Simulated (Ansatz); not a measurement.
# Al4FeCo3: the cost of one run

Program: Ansatz 0.2.0. Level of theory: DFT PBE, scalar-relativistic, plane waves, PAW. These are calculated values, not measurements.

## Step 1: Starting point

It takes space group P4/mmm (No. 123, tetragonal). The conventional cell has a = 2.855 Å, b = 2.855 Å, c = 11.438 Å, α = 90.00°, β = 90.00°, γ = 90.00°. Around Al (site symmetry 4mm) lie 8 Co at 2.46 to 2.48 Å. Al (site symmetry 4mm) is surrounded by 4 Fe at 2.46 Å and 4 Co at 2.49 Å and 6 Al at 2.83 to 2.87 Å. Around Co (site symmetry 4/mmm) lie 8 Al at 2.48 Å and 6 Co at 2.84 to 2.85 Å. Co (site symmetry 4mm) has 8 Al at 2.46 to 2.49 Å in its first shell of neighbours. Fe (site symmetry 4/mmm) is surrounded by 8 Al at 2.46 Å.

As a file:

```cif
data_structure
_symmetry_space_group_name_H-M 'P4/mmm'
_symmetry_Int_Tables_number 123
_cell_length_a 2.8545
_cell_length_b 2.8545
_cell_length_c 11.4375
_cell_angle_alpha 90.000
_cell_angle_beta 90.000
_cell_angle_gamma 90.000
_cell_volume 93.20
loop_
_atom_site_label
_atom_site_type_symbol
_atom_site_symmetry_multiplicity
_atom_site_Wyckoff_symbol
_atom_site_fract_x
_atom_site_fract_y
_atom_site_fract_z
_atom_site_occupancy
Al1 Al 2 g 0.00000 0.00000 0.87463 1
Al2 Al 2 g 0.00000 0.00000 0.37641 1
Co1 Co 1 c 0.50000 0.50000 0.00000 1
Co2 Co 2 h 0.50000 0.50000 0.24836 1
Fe1 Fe 1 d 0.50000 0.50000 0.50000 1
```

It is the end of an earlier relaxation with the same method, from a generated guess; it needn't be the stable form of this composition. At a tolerance of 0.05 Å it has space group P4/mmm (No. 123); it has 11.65 Å³/atom, an uncorrected energy of -0.53 eV/atom over the elements.

## Step 2: Electronic structure at the relaxed geometry

The input, input.yaml:

```yaml
crystal:
  lattice:
    - [2.8545199, 0.0, 0.0]
    - [0.0, 2.8545199, 0.0]
    - [0.0, 0.0, 11.4375104]
  atoms:
    - { symbol: Al, position: [0.0, 0.0, 0.874633] }
    - { symbol: Al, position: [0.0, 0.0, 0.125367] }
    - { symbol: Al, position: [0.0, 0.0, 0.376412] }
    - { symbol: Al, position: [0.0, 0.0, 0.623588] }
    - { symbol: Co, position: [0.5, 0.5, 0.0] }
    - { symbol: Co, position: [0.5, 0.5, 0.248362] }
    - { symbol: Co, position: [0.5, 0.5, 0.751638] }
    - { symbol: Fe, position: [0.5, 0.5, 0.5], spin: 0.42 }
basis:
  ecutwfc: 420
kpoints:
  mp_grid: { grid: [14, 14, 4] }
  band_path:
    path:
      - [[0.0, 0.0, 0.0], [0.0, 0.5, 0.0], [0.5, 0.5, 0.0], [0.0, 0.0, 0.0], [0.0, 0.0, 0.5], [0.0, 0.5, 0.5], [0.5, 0.5, 0.5], [0.0, 0.0, 0.5]]
      - [[0.0, 0.5, 0.0], [0.0, 0.5, 0.5]]
      - [[0.5, 0.5, 0.0], [0.5, 0.5, 0.5]]
    npoints: 14
hamiltonian:
  xc: pbe
scf:
  occupations: { method: gaussian, width: 0.1 }
  n_extra_bands: 20
output:
  forces: true
  stress: true
  eigenvalues: true
  populations: true
  dos: { projected: true, de: 0.02, nscf_kmesh: { grid: [17, 17, 5] } }
  bader: true
magnetization:
  spin_polarized: true
checkpoint:
  read: start.run
  write: ck
  compress: false
  write_wavefunctions: false
  write_every: 100000
```

Launch:

```bash
> ansatz run input.yaml --threads 4 --pin off --max-ram 8192MiB --backend cpu --events-out ev --progress --plain --runs-dir out
```

What time and memory should one allow on 4 threads of Arm Neoverse V2, shared host?

About 60 s, with a peak of 1.1 GiB.
